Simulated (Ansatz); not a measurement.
# NbB2: structure and electronic properties

One table from this session's results is given with a row withheld; the runs are named, their logs left out.

The COD entry's cell or inner coordinates are ideal or old and differ from later refinements, so a difference from it is no clean test against experiment.

Computed with Ansatz 0.2.0 (DFT r2SCAN, scalar-relativistic, plane waves, PAW, unless a step's input says otherwise).

## The system as given

The structure is hexagonal, space group P6/mmm (No. 191). Conventional cell: a = 3.086 Å, b = 3.086 Å, c = 3.306 Å, α = 90.00°, β = 90.00°, γ = 120.00°. Around Nb (site symmetry 6/mmm) lie 12 B at 2.43 Å. B (site symmetry -6m2) has 3 B at 1.78 Å and 6 Nb at 2.43 Å as nearest neighbours.

As a file:

```
CELL_PARAMETERS angstrom
3.08600 0.00000 0.00000
-1.54300 2.67255 0.00000
0.00000 0.00000 3.30600
ATOMIC_POSITIONS crystal
Nb 0.00000 0.00000 0.00000
B 0.33333 0.66667 0.50000
B 0.66667 0.33333 0.50000
```

The structure comes from the Crystallography Open Database.

The first run:

(A quick probe on a coarse mesh, which set the mesh and smearing, is not shown.)

Contents of input.yaml:

```yaml
crystal:
  lattice:
    - [3.086, 0.0, 0.0]
    - [-1.543, 2.6725543961, 0.0]
    - [0.0, 0.0, 3.306]
  atoms:
    - { symbol: Nb, position: [0.0, 0.0, 0.0] }
    - { symbol: B, position: [0.3333333333, 0.6666666667, 0.5] }
    - { symbol: B, position: [0.6666666667, 0.3333333333, 0.5] }
basis:
  ecutwfc: 500
kpoints:
  mp_grid: { grid: [15, 15, 12] }
hamiltonian:
  xc: r2scan
scf:
  occupations: { method: gaussian, width: 0.1 }
output:
  forces: true
  stress: true
  eigenvalues: true
  write_density: true
  write_potential: true
  elf: true
  volumetric_format: npy
relax:
  adjacent_minimum: "off"
  f_tol: 0.005
  max_steps: 80
  cell: { stress_tol: 0.05 }
```

Run with:

```
ansatz run input.yaml --threads 1 --pin off --max-ram 2560MiB --backend cpu --events-out ev --progress --plain --runs-dir out
```

Steps of the session up to this table: The relaxation; Electronic structure at the relaxed geometry; Volume × 0.97; Volume × 1.03; Volume × 0.94; The cell scaled to 1.06 of its volume.

One table of the session follows, with a row left open; its other results are not shown here.

| volume (Å³/atom) | energy above the lowest point (meV/atom) | pressure (GPa) |
| --- | --- | --- |
| 8.679 | 33.8 | 20.63 |
| 8.956 | 8.0 | 9.52 |
| 9.233 | 0.0 | -0.02 |
| 9.510 | ? | ? |
| 9.787 | 27.8 | -15.25 |

Q: Estimate the row for volume (Å³/atom) = 9.510 from the others.

Worked estimate for «energy above the lowest point (meV/atom)». A straight line through the neighbours (9.233, 0.0) and (9.787, 27.8) gives 0.0 + (27.8 − 0.0) × (9.510 − 9.233) / (9.787 − 9.233) = 13.9; a parabola fitted to 3 rows on both sides gives 6.6.

The run gave: energy above the lowest point (meV/atom): 7.3; pressure (GPa): -8.22. In «energy above the lowest point (meV/atom)» the line misses by +6.6 and the parabola by -0.7.

Caveats from the session: That is the cell relaxed with r2SCAN, without thermal expansion or zero-point motion.
